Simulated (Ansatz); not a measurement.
BiTe under changes of volume

One of the cells (33.725 Å³/atom); the others are scaled copies at fixed shape and fractional positions:

```
Bi Te
1.0
     2.42271    1.39875    3.31729
    -2.42271    1.39875    3.31729
     0.00000   -2.79750    3.31729
Bi Te
1 1
Cartesian
  0.0000 0.0000 4.9759
  0.0000 0.0000 0.0000
```

The cell comes from a database or a generator and needn't be the stable form of this composition.

| Property | Result |
| --- | --- |
| Program | Ansatz 0.2.0 |
| Functional | PBE |
| Potentials or basis | Ansatz PAW |
| Cutoff | 420 eV (not typed: the program's choice for these potentials) |
| k mesh | 7 × 7 × 7 |
| Occupations | fermi-dirac, width 0.05 eV |
| Spin | no spin polarisation |

```tsv
volume (Å³/atom)	energy over the lowest point (meV/atom)	pressure (GPa)
31.701	22.67	3.6
32.376	10.19	2.3
33.050	2.80	1.2
33.725	0.00	0.2
34.399	1.29	-0.8
35.074	6.25	-1.6
35.748	?	?
```

Q: What does the run at 35.748 Å³/atom give?

A: Energy over the lowest point 14.50 meV/atom; pressure -2.3 GPa.

Worked out: A Birch-Murnaghan fit of order 3 (a polynomial in V^(-2/3)) to the other rows has its minimum at 33.84 Å³/atom with B0 = V·E''(V) = 48 GPa and B' = 4.5 at fixed shape and positions, which overstates the stiffness. It gives 14.50 meV/atom at 35.748 Å³/atom, against the run's 14.50, and -dE/dV = -2.3 GPa, against -2.3.

Energies are extrapolated to zero smearing.
